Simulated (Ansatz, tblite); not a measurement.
# In12Sb11 zinc blende off sphere (In₁₂Sb₁₁H₃₂−): spin states and exact exchange

Is the singlet the ground state of In12Sb11 zinc blende off sphere (In₁₂Sb₁₁H₃₂−)? Other spin states are computed and compared level by level.

Program: Ansatz 0.2.0, Gaussian basis. Level of theory: as each input shows. These are calculated values, not measurements.

The runs, in order: triplet, at the geometry of the singlet (GFN1-xTB, PBE0-D4/def2-TZVP, PBE-D4/def2-TZVP); the singlet's energies come from earlier runs.

2 further runs of the same task are left out: 1 for a known fault of the program, 1 set aside as unsound or not needed. Runs told in other sessions of the task aren't counted.

**1. The relaxed structure**

The singlet was relaxed beforehand with r2SCAN-D4/def2-SVP.

55 atoms, charge -1, spin multiplicity 1.

Bond lengths: Sb1–In13 2.916 Å, Sb1–In14 2.884 Å, Sb1–H24 1.703 Å, Sb1–H25 1.711 Å, Sb2–In12 2.887 Å, Sb2–In16 2.894 Å, Sb2–H26 1.712 Å, Sb2–H27 1.708 Å, Sb3–In15 2.902 Å, Sb3–In17 2.895 Å, Sb3–H28 1.710 Å, Sb3–H29 1.706 Å, Sb4–In13 2.802 Å, Sb4–In18 2.874 Å, Sb4–In19 2.869 Å, Sb4–H30 1.713 Å, Sb5–In15 2.844 Å, Sb5–In18 2.890 Å and more. Angles: In13–Sb1–In14 137.2°, In13–Sb1–H24 104.9°, In13–Sb1–H25 104.1°, In14–Sb1–H24 104.6°, In14–Sb1–H25 103.8°, H24–Sb1–H25 94.2°, In12–Sb2–In16 132.0°, In12–Sb2–H26 109.3°, In12–Sb2–H27 102.8°, In16–Sb2–H26 106.8°, In16–Sb2–H27 105.2°, H26–Sb2–H27 93.9°, In15–Sb3–In17 126.0°, In15–Sb3–H28 106.8°, In15–Sb3–H29 109.5°, In17–Sb3–H28 107.2°, In17–Sb3–H29 108.0°, H28–Sb3–H29 94.7° and more.

In, Sb take a core potential in the def2 sets. No spin-orbit coupling is included. The ion is computed in the gas phase, without counter-ions or solvent.

**2. Triplet at the fixed geometry, GFN1-xTB**

Tight binding, by tblite at 300 K electronic temperature and without a spin-polarisation term:

```python
tblite.interface.Calculator('GFN1-xTB', numbers, positions, charge=-1, uhf=2).singlepoint()
```

Energy -1738.6929 eV; 0.79 s.

**3. Triplet at the fixed geometry, PBE0-D4/def2-TZVP**

in.yaml reads:

```yaml
crystal:
  periodic: [false, false, false]
  atoms:
    - {symbol: Sb, position_ang: [-4.638479, 2.333320, -0.926988]}
    - {symbol: Sb, position_ang: [-2.259234, -3.757962, 2.651080]}
    - {symbol: Sb, position_ang: [1.439706, -4.203192, -0.594940]}
    - {symbol: Sb, position_ang: [-1.575789, 1.891409, -4.158256]}
    - {symbol: Sb, position_ang: [1.209841, -1.251054, -3.942912]}
    - {symbol: Sb, position_ang: [-1.913974, -1.204752, -0.775690]}
    - {symbol: Sb, position_ang: [-1.812090, 1.948426, 2.334587]}
    - {symbol: Sb, position_ang: [1.363177, -1.158015, 2.678802]}
    - {symbol: Sb, position_ang: [1.410025, 2.132887, -0.864617]}
    - {symbol: Sb, position_ang: [4.332598, -1.253958, -0.786565]}
    - {symbol: Sb, position_ang: [4.147552, 2.223836, 2.573408]}
    - {symbol: In, position_ang: [-3.984657, -2.291039, 0.860460]}
    - {symbol: In, position_ang: [-3.368021, 0.353288, -2.650204]}
    - {symbol: In, position_ang: [-4.232374, 3.410952, 1.716659]}
    - {symbol: In, position_ang: [-0.459985, -2.962018, -2.403478]}
    - {symbol: In, position_ang: [-0.108861, -2.912191, 4.392683]}
    - {symbol: In, position_ang: [3.125076, -2.824956, 1.313200]}
    - {symbol: In, position_ang: [-0.174518, 0.207171, -6.018849]}
    - {symbol: In, position_ang: [-0.583801, 3.714111, -2.176435]}
    - {symbol: In, position_ang: [2.940526, 0.554950, -2.597728]}
    - {symbol: In, position_ang: [-0.052919, 0.329533, 0.716486]}
    - {symbol: In, position_ang: [2.917476, 0.434258, 4.478423]}
    - {symbol: In, position_ang: [3.004835, 4.000036, 0.593742]}
    - {symbol: H, position_ang: [-4.857680, 3.700197, -1.919525]}
    - {symbol: H, position_ang: [-6.293847, 1.899460, -0.941897]}
    - {symbol: H, position_ang: [-3.190304, -4.893831, 3.531445]}
    - {symbol: H, position_ang: [-1.568967, -4.939855, 1.628806]}
    - {symbol: H, position_ang: [2.458668, -5.191568, -1.548812]}
    - {symbol: H, position_ang: [0.690912, -5.508000, 0.210475]}
    - {symbol: H, position_ang: [-2.684273, 2.780839, -5.114154]}
    - {symbol: H, position_ang: [2.287209, -2.317279, -4.740241]}
    - {symbol: H, position_ang: [-2.169328, 0.944004, 3.666070]}
    - {symbol: H, position_ang: [-0.781725, 2.990939, 3.207313]}
    - {symbol: H, position_ang: [5.171177, -2.387058, -1.755349]}
    - {symbol: H, position_ang: [5.747211, -0.536640, -0.157941]}
    - {symbol: H, position_ang: [5.246255, 1.242865, 1.708898]}
    - {symbol: H, position_ang: [5.381482, 3.076145, 3.399802]}
    - {symbol: H, position_ang: [-4.943220, -3.440799, -0.011563]}
    - {symbol: H, position_ang: [-4.619538, -0.956362, 1.777161]}
    - {symbol: H, position_ang: [-4.666401, -0.542198, -3.382349]}
    - {symbol: H, position_ang: [-5.471692, 2.760732, 2.734588]}
    - {symbol: H, position_ang: [-3.780350, 5.068849, 1.548677]}
    - {symbol: H, position_ang: [-1.244768, -4.215402, -3.309231]}
    - {symbol: H, position_ang: [0.861274, -4.322375, 4.689514]}
    - {symbol: H, position_ang: [-0.893793, -1.978016, 5.625111]}
    - {symbol: H, position_ang: [4.263605, -3.906595, 2.045219]}
    - {symbol: H, position_ang: [-1.321802, -0.853285, -6.771394]}
    - {symbol: H, position_ang: [1.019766, 1.137285, -6.864789]}
    - {symbol: H, position_ang: [0.139860, 5.113001, -2.899175]}
    - {symbol: H, position_ang: [-1.895483, 3.807159, -1.019197]}
    - {symbol: H, position_ang: [4.139429, 1.269223, -3.628302]}
    - {symbol: H, position_ang: [1.850274, 1.430937, 5.412026]}
    - {symbol: H, position_ang: [4.179268, -0.556335, 5.141847]}
    - {symbol: H, position_ang: [1.945061, 5.032149, 1.498816]}
    - {symbol: H, position_ang: [4.313511, 4.545873, -0.403813]}
basis:
  gaussian: {orbitals: def2-TZVP, fitting: {mean_field: def2-universal-jkfit}}
total_charge: -1
magnetization: {spin_polarized: true, initial_magnetization: 2}
hamiltonian: {xc: pbe0, dispersion: d4}
scf: {omitted_lower_state_checks: [starts]}
output: {orbitals: {seedname: orbitals}}
```

Launch:

```sh
ansatz run in.yaml --threads 11 --pin off --events-out ev --progress --plain --max-ram 174080MiB --backend cuda --devices 0, --max-vram 75GiB
```

What it wrote:

```text
Functional definition: PBE0
  name "PBE0"
  cite "Adamo & Barone, J. Chem. Phys. 110, 6158 (1999) doi:10.1063/1.478522"
  cite "Perdew, Burke & Ernzerhof, Phys. Rev. Lett. 77, 3865 (1996) doi:10.1103/PhysRevLett.77.3865"
  parent pbe
  parameter a = 0.25
  parameter kappa = 0.804
  parameter beta = 0.06672455060314922
  exchange = (1 - a)*pbe_x(kappa = kappa, mu = beta*pi^2/3) + a*exact_x
  correlation = pbe_c(beta = beta)
these checks for a lower state are left out or cut short: starts
5590 factors; integrals over basis functions are off by at most 6.9e-1 eV
mean field evaluation 1: about -134530.3347 eV, gradient 3.6e1 eV
mean field evaluation 2: about -134524.7814 eV, gradient 5.1e1 eV
mean field evaluation 4: about -134536.6770 eV, gradient 6.4e0 eV
mean field evaluation 8: about -134536.9426 eV, gradient 6.8e-1 eV
mean field evaluation 16: about -134536.9487 eV, gradient 1.9e-1 eV
mean field evaluation 32: about -134537.0517 eV, gradient 1.7e-5 eV
mean field -134537.05165484 eV, -4944.1454558266 hartree, gradient 4.1e-6 eV, S^2 2.006542; 0 other end points of the search recorded, 0 dependent functions left out
reference -134537.05180783 eV, -4944.1454614487 hartree; 270, 268 occupied and 1072, 1074 virtual orbitals, 5590 factors
Total energy: -134541.24824981 eV, -4944.2996778472 hartree
Checks for a lower state left out: starts
```

It took 80 s on 1 × H100 with 11 threads of AMD EPYC 7R13, shared host; peak host memory 2.5 GiB.

From the report: HOMO -1.11 eV, LUMO -3.21 eV (over both spins; with the spin held, an empty level of the minority spin lies below the top filled one); ⟨S²⟩ 2.007 (pure: 2.00).

**4. Triplet at the fixed geometry, PBE-D4/def2-TZVP**

start.molden holds the orbitals of an earlier run on this state, given as this run's starting guess.

Edit in.yaml of step 3 so:

```diff
@@ -59,6 +59,6 @@
 basis:
-  gaussian: {orbitals: def2-TZVP, fitting: {mean_field: def2-universal-jkfit}}
+  gaussian: {orbitals: def2-TZVP, fitting: {mean_field: def2-universal-jkfit}, initial_orbitals: start.molden}
 total_charge: -1
 magnetization: {spin_polarized: true, initial_magnetization: 2}
-hamiltonian: {xc: pbe0, dispersion: d4}
+hamiltonian: {xc: pbe, dispersion: d4}
 scf: {omitted_lower_state_checks: [starts]}
```

Launched as before.

What it wrote:

```text
Functional definition: PBE
  name "PBE"
  cite "Perdew, Burke & Ernzerhof, Phys. Rev. Lett. 77, 3865 (1996) doi:10.1103/PhysRevLett.77.3865"
  parent pbe
  parameter kappa = 0.804
  parameter beta = 0.06672455060314922
  exchange = pbe_x(kappa = kappa, mu = beta*pi^2/3)
  correlation = pbe_c(beta = beta)
these checks for a lower state are left out or cut short: starts
5590 factors; integrals over basis functions are off by at most 6.9e-1 eV
mean field evaluation 1: about -134531.6562 eV, gradient 1.4e1 eV
mean field evaluation 2: about -134532.6138 eV, gradient 1.0e0 eV
mean field evaluation 4: about -134532.6752 eV, gradient 2.9e-1 eV
mean field evaluation 8: about -134532.6815 eV, gradient 9.2e-3 eV
mean field evaluation 16: about -134532.6815 eV, gradient 2.5e-4 eV
mean field -134532.68154385 eV, -4943.9848572097 hartree, gradient 3.2e-6 eV, S^2 2.002045; 0 other end points of the search recorded, 0 dependent functions left out
reference -134532.68174602 eV, -4943.9848646393 hartree; 270, 268 occupied and 1072, 1074 virtual orbitals, 5590 factors
Total energy: -134537.17564480 eV, -4944.1500123734 hartree
Checks for a lower state left out: starts
```

Wall time 27 s (1 × H100 with 11 threads of AMD EPYC 7R13, shared host); peak host memory 2.5 GiB.

Report: HOMO -0.77 eV, LUMO -3.37 eV (over both spins; with the spin held, an empty level of the minority spin lies below the top filled one); ⟨S²⟩ 2.002 (pure: 2.00).

**5. Triplet less singlet, vertical**

The singlet's energies are those of its earlier runs, whose logs aren't repeated here.

```
            level  triplet less singlet, vertical (kJ/mol)     time
         GFN1-xTB                                   +180.6    1.4 s
 PBE-D4/def2-TZVP                                   +256.5     40 s
PBE0-D4/def2-TZVP                                   +306.3  1.7 min
```

Times add the two runs; a level without a time comes out of a correlated run. Tight binding without a spin term can't rank spin states.

**6. Outcome**

| quantity | value |
| --- | --- |
| triplet less singlet, vertical, functionals in def2-TZVP | +256.5 (PBE-D4) to +306.3 kJ/mol (PBE0-D4) |

What this shows: All functionals put the triplet above the singlet, over a spread of 49.9 kJ/mol. The checks for a lower triplet were left out, so another state of that spin may lie lower. These are electronic energies, without zero-point motion, entropy or surroundings.
